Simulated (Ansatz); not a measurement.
# (BeO)10 cage of four- and six-membered rings (Be₁₀O₁₀): geometry, orbitals and charge

What does (BeO)10 cage of four- and six-membered rings (Be₁₀O₁₀) look like as a singlet, and where do its frontier electrons sit?

The runs use Ansatz 0.2.0, Gaussian basis; RKS PBE0-D4/def2-TZVP.

The runs, in order: relaxation at PBE-D4/def2-SVP; a single point at PBE0-D4/def2-TZVP.

6 further runs of the same task are left out: 4 that didn't finish, 2 set aside as unsound or not needed. Runs told in other sessions of the task aren't counted.

## 1. The system as given

20 atoms, charge 0, spin multiplicity 1.

Atoms are counted from 1 here; the program's logs count them from 0.

Bond lengths: Be1–O2 1.521 Å, Be1–O4 1.681 Å, Be1–O6 1.516 Å, O2–Be3 1.679 Å, O2–Be9 1.522 Å, Be3–O4 1.523 Å, Be3–O10 1.518 Å, O4–Be5 1.520 Å, Be5–O6 1.682 Å, Be5–O12 1.524 Å, O6–Be7 1.506 Å, Be7–O8 1.671 Å, Be7–O14 1.508 Å, O8–Be9 1.519 Å, O8–Be17 1.523 Å, Be9–O10 1.673 Å, O10–Be11 1.504 Å, Be11–O12 1.679 Å and more. Angles: O2–Be1–O4 100.2°, O2–Be1–O6 124.0°, O4–Be1–O6 99.4°, Be1–O2–Be3 79.1°, Be1–O2–Be9 101.8°, Be3–O2–Be9 79.4°, O2–Be3–O4 100.1°, O2–Be3–O10 99.3°, O4–Be3–O10 123.4°, Be1–O4–Be3 79.0°, Be1–O4–Be5 79.6°, Be3–O4–Be5 103.1°, O4–Be5–O6 99.2°, O4–Be5–O12 132.0°, O6–Be5–O12 115.4°, Be1–O6–Be5 79.7°, Be1–O6–Be7 124.1°, Be5–O6–Be7 101.6° and more.

Coordinates:

```mol
Be10O10
  3D, bonds by distance, orders not assigned

 20 30  0  0  0  0  0  0  0  0999 V2000
    0.7348    0.7035   -2.6117 Be  0  0
    0.9333   -0.7980   -2.7481 O   0  0
   -0.7379   -0.7100   -2.6174 Be  0  0
   -0.9379    0.7948   -2.7464 O   0  0
   -0.7513    1.2893   -1.3214 Be  0  0
    0.9207    1.4679   -1.3162 O   0  0
    1.2901    0.8287   -0.0031 Be  0  0
    1.3670   -0.8404    0.0018 O   0  0
    0.7389   -1.2694   -1.3136 Be  0  0
   -0.9221   -1.4677   -1.3156 O   0  0
   -1.2868   -0.8329   -0.0014 Be  0  0
   -1.3646    0.8445    0.0006 O   0  0
   -0.7480    1.2872    1.3216 Be  0  0
    0.9231    1.4667    1.3134 O   0  0
    0.7382    0.7087    2.6143 Be  0  0
   -0.9334    0.7954    2.7482 O   0  0
    0.7528   -1.2934    1.3200 Be  0  0
   -0.9201   -1.4689    1.3145 O   0  0
   -0.7336   -0.7088    2.6145 Be  0  0
    0.9369   -0.7971    2.7463 O   0  0
  1  2  8  0
  1  4  8  0
  1  6  8  0
  2  3  8  0
  2  9  8  0
  3  4  8  0
  3 10  8  0
  4  5  8  0
  5  6  8  0
  5 12  8  0
  6  7  8  0
  7  8  8  0
  7 14  8  0
  8  9  8  0
  8 17  8  0
  9 10  8  0
 10 11  8  0
 11 12  8  0
 11 18  8  0
 12 13  8  0
 13 14  8  0
 13 16  8  0
 14 15  8  0
 15 16  8  0
 15 20  8  0
 16 19  8  0
 17 18  8  0
 17 20  8  0
 18 19  8  0
 19 20  8  0
M  END
```

The start is a GFN2-xTB geometry.

## 2. Relaxation at PBE-D4/def2-SVP

in.yaml reads:

```yaml
crystal:
  periodic: [false, false, false]
  atoms:
    - {symbol: Be, position_ang: [0.734820, 0.703540, -2.611740]}
    - {symbol: O, position_ang: [0.933320, -0.798010, -2.748150]}
    - {symbol: Be, position_ang: [-0.737950, -0.709980, -2.617450]}
    - {symbol: O, position_ang: [-0.937920, 0.794760, -2.746420]}
    - {symbol: Be, position_ang: [-0.751330, 1.289250, -1.321430]}
    - {symbol: O, position_ang: [0.920750, 1.467870, -1.316200]}
    - {symbol: Be, position_ang: [1.290140, 0.828720, -0.003050]}
    - {symbol: O, position_ang: [1.366960, -0.840410, 0.001770]}
    - {symbol: Be, position_ang: [0.738880, -1.269390, -1.313620]}
    - {symbol: O, position_ang: [-0.922080, -1.467670, -1.315600]}
    - {symbol: Be, position_ang: [-1.286800, -0.832930, -0.001420]}
    - {symbol: O, position_ang: [-1.364650, 0.844530, 0.000630]}
    - {symbol: Be, position_ang: [-0.748010, 1.287190, 1.321610]}
    - {symbol: O, position_ang: [0.923110, 1.466650, 1.313370]}
    - {symbol: Be, position_ang: [0.738220, 0.708700, 2.614250]}
    - {symbol: O, position_ang: [-0.933420, 0.795350, 2.748170]}
    - {symbol: Be, position_ang: [0.752770, -1.293410, 1.320030]}
    - {symbol: O, position_ang: [-0.920080, -1.468910, 1.314490]}
    - {symbol: Be, position_ang: [-0.733630, -0.708760, 2.614490]}
    - {symbol: O, position_ang: [0.936910, -0.797080, 2.746270]}
basis:
  gaussian: {orbitals: def2-SVP}
hamiltonian: {xc: pbe, dispersion: d4}
scf: {lower_state_search: "off"}
output: {orbitals: {seedname: orbitals}}
relax: {f_tol: 0.03, max_steps: 70}
```

Command:

```bash
$ ansatz run in.yaml --threads 4 --pin off --events-out ev --progress --plain --max-ram 6963MiB
```

The runs that follow: Single point, PBE0-D4/def2-TZVP.

Before running them: what should the planned runs give, taken together? Wanted: point group; commonest bond; HOMO, LUMO at PBE0-D4/def2-TZVP; dipole at PBE-D4/def2-SVP.

The runs gave:

| quantity | value |
| --- | --- |
| point group | C2h |
| commonest bond | Be–O, 30 of mean length 1.602 Å |
| HOMO, LUMO at PBE0-D4/def2-TZVP | -8.37, -1.14 eV |
| dipole at PBE-D4/def2-SVP | 0.02 D |

What this shows: The molecule keeps its bonding pattern by the stored test; the atoms moved 0.06 Å (rms). No usable vibrations, so a minimum isn't proven. The HOMO lies nearest to 6 O atoms about 13 % each and the LUMO to 4 Be atoms about 9 % each. Whether this spin is the lowest isn't tested here.
